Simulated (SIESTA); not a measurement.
Crystal: HfB.

```xyz
2
Lattice="0.0000 2.3100 2.3100 2.3100 0.0000 2.3100 2.3100 2.3100 0.0000" Properties=species:S:1:pos:R:3 pbc="T T T"
Hf    2.3100    2.3100    2.3100
B     0.0000    0.0000    0.0000
```

```yaml
Program: SIESTA 5.4.2
Task: relaxation of cell and atoms
Functional: PBEsol
Potentials_or_basis: PseudoDojo 0.4 standard (PBEsol files)
Basis: DZP (energy shift 0.003 Ry; two zetas on semicore shells)
Grid_cutoff: 1200 Ry
Energy_shift: 0.003 Ry
k_mesh: 8 × 8 × 8
Occupations: fermi-dirac, width 0.05 eV
Spin: no spin polarisation
```

At the start: pressure 25.7 GPa; volume 12.33 Å³/atom.

Problem. How do energy, volume and symmetry change on relaxing?

Solution. Over 5 steps the energy falls by 108.8 meV/atom and the volume is 13.82 Å³/atom (+12.1 %); space group Fm-3m (No. 225, to 0.05 Å).

The path:
```tsv
step	energy change (eV)	largest force (eV/Å)	pressure (GPa)	volume (Å³)
1	0.0000	0.0000	25.72	24.65
2	-0.0368	0.0000	23.10	24.89
3	-0.2159	0.0000	2.08	27.33
4	-0.2177	0.0000	-0.06	27.65
5	-0.2177	0.0000	0.02	27.64
```

Final structure:
```xyz
2
Lattice="0.0000 2.3996 2.3996 2.3996 0.0000 2.3996 2.3996 2.3996 0.0000" Properties=species:S:1:pos:R:3 pbc="T T T"
Hf    2.3996    2.3996    2.3996
B     0.0000    0.0000    0.0000
```

Caveat: short orbitals over semicore shells can move pressures by several GPa; the volume moved by +12 % from the deposited cell, more than functionals usually miss; the basis of atomic orbitals isn't converged, which shifts pressures, moduli and gaps.
